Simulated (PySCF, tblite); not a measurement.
# C₆H₉F: a rotation path, then NMR shifts on frames, part 2 of 2

tblite 0.8.0 and PySCF 2.14.0. Atoms count from 0.

## (5) Shielding tensors: image 4, PBE0/pcSseg-1

The job: settings as JSON, then the geometry in Å.

```
{"job": {"kind": "nmr", "xc": "PBE0", "basis": "pcSseg-1", "pop": false}, "charge": 0, "multiplicity": 1}
C     -2.109800    -1.266500     0.065700
C     -1.594600    -0.131800     0.525100
C     -0.199000     0.281200     0.491600
C      0.163300     1.425700     1.074900
F     -0.711600     2.247300     1.685600
C      0.857000    -0.561900    -0.179100
C      1.715500     0.230900    -1.162700
H     -3.163700    -1.467300     0.153000
H     -1.524400    -2.039700    -0.402400
H     -2.253500     0.585600     0.997600
H      1.168000     1.814800     1.126100
H      0.375100    -1.368000    -0.729000
H      1.489700    -1.015200     0.588300
H      2.410300    -0.432900    -1.671400
H      2.292100     1.006500    -0.667300
H      1.077900     0.700400    -1.907200
```

Level: GIAO PBE0/pcSseg-1 NMR shielding, non-relativistic, gas phase.

What it wrote:

```text
coarse grid: 13184 points
cycle   1  E = -333.3196640665  dE =  8.043e-01  |g| = 5.261e-01  |ddm| = 3.539e+00
cycle   2  E = -333.2748877376  dE =  4.478e-02  |g| = 7.043e-01  |ddm| = 9.621e-01
cycle   3  E = -333.3781050614  dE = -1.032e-01  |g| = 1.081e-01  |ddm| = 5.918e-01
cycle   4  E = -333.3808789447  dE = -2.774e-03  |g| = 4.271e-02  |ddm| = 1.443e-01
cycle   5  E = -333.3812915080  dE = -4.126e-04  |g| = 1.278e-02  |ddm| = 4.597e-02
cycle   6  E = -333.3813222633  dE = -3.076e-05  |g| = 3.404e-03  |ddm| = 1.378e-02
cycle   7  E = -333.3813247306  dE = -2.467e-06  |g| = 7.038e-04  |ddm| = 3.430e-03
final grid: 127200 points
cycle   8  E = -333.4306450190  dE = -3.965e-05  |g| = 8.326e-03  |ddm| = 3.284e-02
cycle   9  E = -333.4306385740  dE =  6.445e-06  |g| = 1.016e-02  |ddm| = 1.630e-02
cycle  10  E = -333.4306620229  dE = -2.345e-05  |g| = 1.729e-03  |ddm| = 9.876e-03
cycle  11  E = -333.4306625685  dE = -5.456e-07  |g| = 2.464e-04  |ddm| = 1.798e-03
cycle  12  E = -333.4306625792  dE = -1.065e-08  |g| = 1.288e-04  |ddm| = 3.039e-04
cycle  13  E = -333.4306625830  dE = -3.800e-09  |g| = 2.816e-05  |ddm| = 1.288e-04
cycle  14  E = -333.4306625831  dE = -1.687e-10  |g| = 9.967e-06  |ddm| = 2.926e-05
converged SCF energy = -333.4306625831

GIAO shielding tensors (ppm)
atom      isotropic    diamagn.    paramagn.     s11        s22        s33       span
  0 C       69.784     255.761    -185.976    -34.648     69.889    174.112    208.760
  1 C       50.800     250.318    -199.518    -68.040     48.428    172.013    240.053
  2 C       56.597     262.492    -205.896    -39.374     53.245    155.919    195.294
  3 C       26.069     249.943    -223.874    -59.386     62.001     75.592    134.978
  4 F      302.637     473.089    -170.452    205.336    267.412    435.163    229.828
  5 C      168.736     246.016     -77.280    157.932    172.351    175.925     17.993
  6 C      169.779     247.458     -77.679    154.209    169.796    185.334     31.125
  7 H       26.223      28.395      -2.172     24.433     24.768     29.467      5.034
  8 H       26.284      32.946      -6.663     23.628     24.501     30.722      7.094
  9 H       24.432      31.113      -6.681     21.298     23.011     28.986      7.688
 10 H       24.818      31.830      -7.012     21.118     23.367     29.969      8.851
 11 H       29.509      32.994      -3.484     23.744     29.316     35.468     11.724
 12 H       29.614      30.649      -1.035     25.299     27.440     36.102     10.803
 13 H       30.536      28.812       1.723     25.790     27.918     37.899     12.110
 14 H       30.698      30.815      -0.117     26.213     29.682     36.198      9.985
 15 H       30.726      30.589       0.137     26.945     28.870     36.364      9.419
```

It took 45 s on 1 thread of Intel Xeon at 2.50GHz, shared host; peak memory 0.77 GiB.

In short: δ C3 160.9, C1 136.1, C2 130.3, C0 117.1, H9 7.29, H10 6.90 ppm.

## (6) NMR shieldings: image 6, PBE0/pcSseg-1

The job: settings as JSON, then the geometry in Å.

```
{"job": {"kind": "nmr", "xc": "PBE0", "basis": "pcSseg-1", "pop": false}, "charge": 0, "multiplicity": 1}
C     -2.094500    -1.356200     0.243100
C     -1.604200    -0.176300     0.604500
C     -0.248700     0.313700     0.390100
C      0.096600     1.504300     0.883000
F     -0.767100     2.276500     1.572800
C      0.742700    -0.533200    -0.364200
C      1.871200     0.246200    -1.030300
H     -3.119700    -1.610300     0.451400
H     -1.514700    -2.112300    -0.258100
H     -2.249700     0.521600     1.121600
H      1.060100     1.979400     0.803100
H      0.204500    -1.081800    -1.138700
H      1.158200    -1.271200     0.328700
H      2.480800    -0.426500    -1.629000
H      2.519100     0.727100    -0.303100
H      1.457800     1.008100    -1.686400
```

Method: GIAO PBE0/pcSseg-1 NMR shielding, non-relativistic, gas phase.

What it wrote:

```text
coarse grid: 13184 points
cycle   1  E = -333.3227353203  dE =  8.042e-01  |g| = 5.241e-01  |ddm| = 3.554e+00
cycle   2  E = -333.2821203395  dE =  4.061e-02  |g| = 6.931e-01  |ddm| = 9.636e-01
cycle   3  E = -333.3806808898  dE = -9.856e-02  |g| = 1.039e-01  |ddm| = 5.828e-01
cycle   4  E = -333.3832075751  dE = -2.527e-03  |g| = 4.106e-02  |ddm| = 1.387e-01
cycle   5  E = -333.3835929955  dE = -3.854e-04  |g| = 1.246e-02  |ddm| = 4.526e-02
cycle   6  E = -333.3836223715  dE = -2.938e-05  |g| = 3.365e-03  |ddm| = 1.365e-02
cycle   7  E = -333.3836248016  dE = -2.430e-06  |g| = 6.674e-04  |ddm| = 3.413e-03
final grid: 127200 points
cycle   8  E = -333.4326687819  dE = -4.273e-05  |g| = 8.265e-03  |ddm| = 3.337e-02
cycle   9  E = -333.4326636897  dE =  5.092e-06  |g| = 9.791e-03  |ddm| = 1.606e-02
cycle  10  E = -333.4326857543  dE = -2.206e-05  |g| = 1.663e-03  |ddm| = 9.558e-03
cycle  11  E = -333.4326862411  dE = -4.867e-07  |g| = 2.511e-04  |ddm| = 1.770e-03
cycle  12  E = -333.4326862517  dE = -1.067e-08  |g| = 1.263e-04  |ddm| = 3.021e-04
cycle  13  E = -333.4326862554  dE = -3.697e-09  |g| = 2.940e-05  |ddm| = 1.283e-04
cycle  14  E = -333.4326862556  dE = -1.864e-10  |g| = 9.366e-06  |ddm| = 2.855e-05
converged SCF energy = -333.4326862556

GIAO shielding tensors (ppm)
atom      isotropic    diamagn.    paramagn.     s11        s22        s33       span
  0 C       69.629     255.759    -186.129    -34.486     69.824    173.550    208.036
  1 C       49.290     250.518    -201.228    -69.729     46.686    170.912    240.641
  2 C       57.042     262.570    -205.528    -38.019     52.546    156.600    194.618
  3 C       28.746     249.604    -220.858    -50.244     59.549     76.933    127.177
  4 F      304.731     473.129    -168.398    201.225    274.923    438.045    236.821
  5 C      166.100     246.748     -80.649    158.735    167.531    172.033     13.298
  6 C      174.410     247.383     -72.972    163.181    174.630    185.419     22.238
  7 H       26.259      28.303      -2.045     24.494     24.779     29.504      5.010
  8 H       26.329      32.941      -6.612     23.615     24.597     30.777      7.162
  9 H       24.359      31.229      -6.871     21.137     22.878     29.061      7.925
 10 H       24.945      32.073      -7.127     20.818     23.758     30.260      9.442
 11 H       29.509      32.746      -3.237     23.595     29.835     35.098     11.502
 12 H       29.542      31.014      -1.472     25.129     27.843     35.655     10.526
 13 H       30.436      28.505       1.930     25.602     28.071     37.634     12.031
 14 H       30.510      30.595      -0.085     26.090     29.087     36.354     10.264
 15 H       30.814      30.523       0.291     26.923     28.707     36.813      9.890
```

Run time: 51 s. Hardware: 1 thread of Intel Xeon at 2.50GHz, shared host; peak memory 0.77 GiB.

This run: δ C3 158.2, C1 137.6, C2 129.9, C0 117.3, H9 7.36, H10 6.77 ppm.

## (7) NMR shieldings: image 8, PBE0/pcSseg-1

The job: settings as JSON, then the geometry in Å.

```
{"job": {"kind": "nmr", "xc": "PBE0", "basis": "pcSseg-1", "pop": false}, "charge": 0, "multiplicity": 1}
C     -2.026200    -1.419400     0.367000
C     -1.582000    -0.212700     0.698200
C     -0.298200     0.362600     0.314500
C      0.025200     1.591600     0.716600
F     -0.801500     2.340000     1.475400
C      0.631000    -0.463500    -0.533500
C      1.955600     0.195800    -0.895200
H     -2.989600    -1.765600     0.699400
H     -1.461100    -2.106200    -0.239200
H     -2.202400     0.429800     1.308700
H      0.938600     2.121600     0.502100
H      0.101000    -0.725400    -1.453500
H      0.832600    -1.396200     0.000600
H      2.545200    -0.485100    -1.505300
H      2.529200     0.433600    -0.002600
H      1.794900     1.108000    -1.464800
```

Level: GIAO PBE0/pcSseg-1 NMR shielding, non-relativistic, gas phase.

What it wrote:

```text
coarse grid: 13184 points
cycle   1  E = -333.3247776586  dE =  8.034e-01  |g| = 5.239e-01  |ddm| = 3.562e+00
cycle   2  E = -333.2860085903  dE =  3.877e-02  |g| = 6.887e-01  |ddm| = 9.670e-01
cycle   3  E = -333.3826145195  dE = -9.661e-02  |g| = 1.019e-01  |ddm| = 5.790e-01
cycle   4  E = -333.3850297933  dE = -2.415e-03  |g| = 4.015e-02  |ddm| = 1.358e-01
cycle   5  E = -333.3853995029  dE = -3.697e-04  |g| = 1.229e-02  |ddm| = 4.474e-02
cycle   6  E = -333.3854281555  dE = -2.865e-05  |g| = 3.347e-03  |ddm| = 1.357e-02
cycle   7  E = -333.3854305647  dE = -2.409e-06  |g| = 6.478e-04  |ddm| = 3.366e-03
final grid: 127200 points
cycle   8  E = -333.4343502709  dE = -5.307e-05  |g| = 8.791e-03  |ddm| = 4.527e-02
cycle   9  E = -333.4343451299  dE =  5.141e-06  |g| = 1.021e-02  |ddm| = 1.682e-02
cycle  10  E = -333.4343697428  dE = -2.461e-05  |g| = 1.633e-03  |ddm| = 9.745e-03
cycle  11  E = -333.4343702011  dE = -4.583e-07  |g| = 2.790e-04  |ddm| = 1.763e-03
cycle  12  E = -333.4343702138  dE = -1.268e-08  |g| = 1.296e-04  |ddm| = 3.105e-04
cycle  13  E = -333.4343702177  dE = -3.985e-09  |g| = 3.318e-05  |ddm| = 1.380e-04
cycle  14  E = -333.4343702180  dE = -2.373e-10  |g| = 9.996e-06  |ddm| = 3.191e-05
converged SCF energy = -333.4343702180

GIAO shielding tensors (ppm)
atom      isotropic    diamagn.    paramagn.     s11        s22        s33       span
  0 C       69.287     255.939    -186.652    -35.179     69.810    173.231    208.410
  1 C       49.000     250.511    -201.511    -70.001     46.556    170.445    240.446
  2 C       58.070     262.797    -204.727    -37.142     54.027    157.325    194.467
  3 C       30.425     249.364    -218.939    -43.959     59.219     76.015    119.974
  4 F      305.996     472.939    -166.943    198.148    280.850    438.990    240.842
  5 C      164.297     247.444     -83.147    157.644    165.712    169.536     11.893
  6 C      175.861     247.173     -71.312    170.548    172.685    184.349     13.801
  7 H       26.273      28.349      -2.076     24.580     24.776     29.463      4.883
  8 H       26.322      33.015      -6.693     23.668     24.444     30.854      7.186
  9 H       24.359      31.227      -6.867     21.269     22.892     28.916      7.646
 10 H       25.072      32.038      -6.966     20.912     23.956     30.350      9.438
 11 H       29.510      32.063      -2.553     24.274     29.312     34.944     10.671
 12 H       29.512      32.075      -2.563     24.271     29.325     34.940     10.668
 13 H       30.376      28.351       2.025     25.561     28.090     37.478     11.917
 14 H       30.648      30.445       0.204     26.528     28.701     36.715     10.187
 15 H       30.643      30.438       0.205     26.519     28.702     36.709     10.190
```

Wall time 44 s (1 thread of Intel Xeon at 2.50GHz, shared host); peak memory 0.78 GiB.

In short: δ C3 156.5, C1 137.9, C2 128.9, C0 117.6, H9 7.36, H10 6.64 ppm.

## (8) Run by run: NMR shifts

Shifts (ppm) of some atoms, chosen among heavy atoms and hydrogens apart, with basis size and wall time:

```
  frame     C3     C1    C5    C6   H15   H14      F4  functions  time
image 0  157.2  135.5  23.8  18.5  1.51  0.75  -128.1        164  51 s
image 2  160.4  135.4  19.7  20.7  1.20  0.79  -129.1        164  48 s
image 4  160.9  136.1  18.2  17.1  0.99  1.02  -131.7        164  45 s
image 6  158.2  137.6  20.8  12.5  0.90  1.21  -133.8        164  51 s
image 8  156.5  137.9  22.6  11.1  1.07  1.07  -135.0        164  44 s
```

## (9) Outcome

What follows sums up all 2 parts.

| quantity | value |
| --- | --- |
| barrier | 0.083 eV (1.9 kcal/mol) at image 4 |
| end to end (GFN2-xTB) | 0.028 eV |
| 13C shifts against TMS (PBE0/pcSseg-1, image 0) | 157.2, 135.5, 130.8, 118.6, 23.8, 18.5 ppm |
| 1H shifts against TMS (PBE0/pcSseg-1, image 0) | 7.20, 6.87, 5.53, 5.44, 2.38, 1.90, 1.51, 1.15, 0.75 ppm |
| 19F shifts against CFCl3 (PBE0/pcSseg-1, image 0) | -128.1 ppm |
| range of the shift of C6 | 11.1 to 20.7 ppm |

What this shows: Along the band the dihedral turns by 102°, and the top (dihedral 129°) lies 1.9 kcal/mol above the start (GFN2-xTB, rough), so at room temperature this motion is fast. Ends this close can change order at a higher level. The top was not checked by a frequency run. Shifts at one fixed geometry are not the observed spectrum, which averages over the motion. In the first frame run (image 0): Shielding is most anisotropic at C1 (span 241 ppm, paramagnetic term -200 ppm). Across the 5 runs the shift of C6 moves most, between 11.1 (image 8) and 20.7 ppm (image 2).
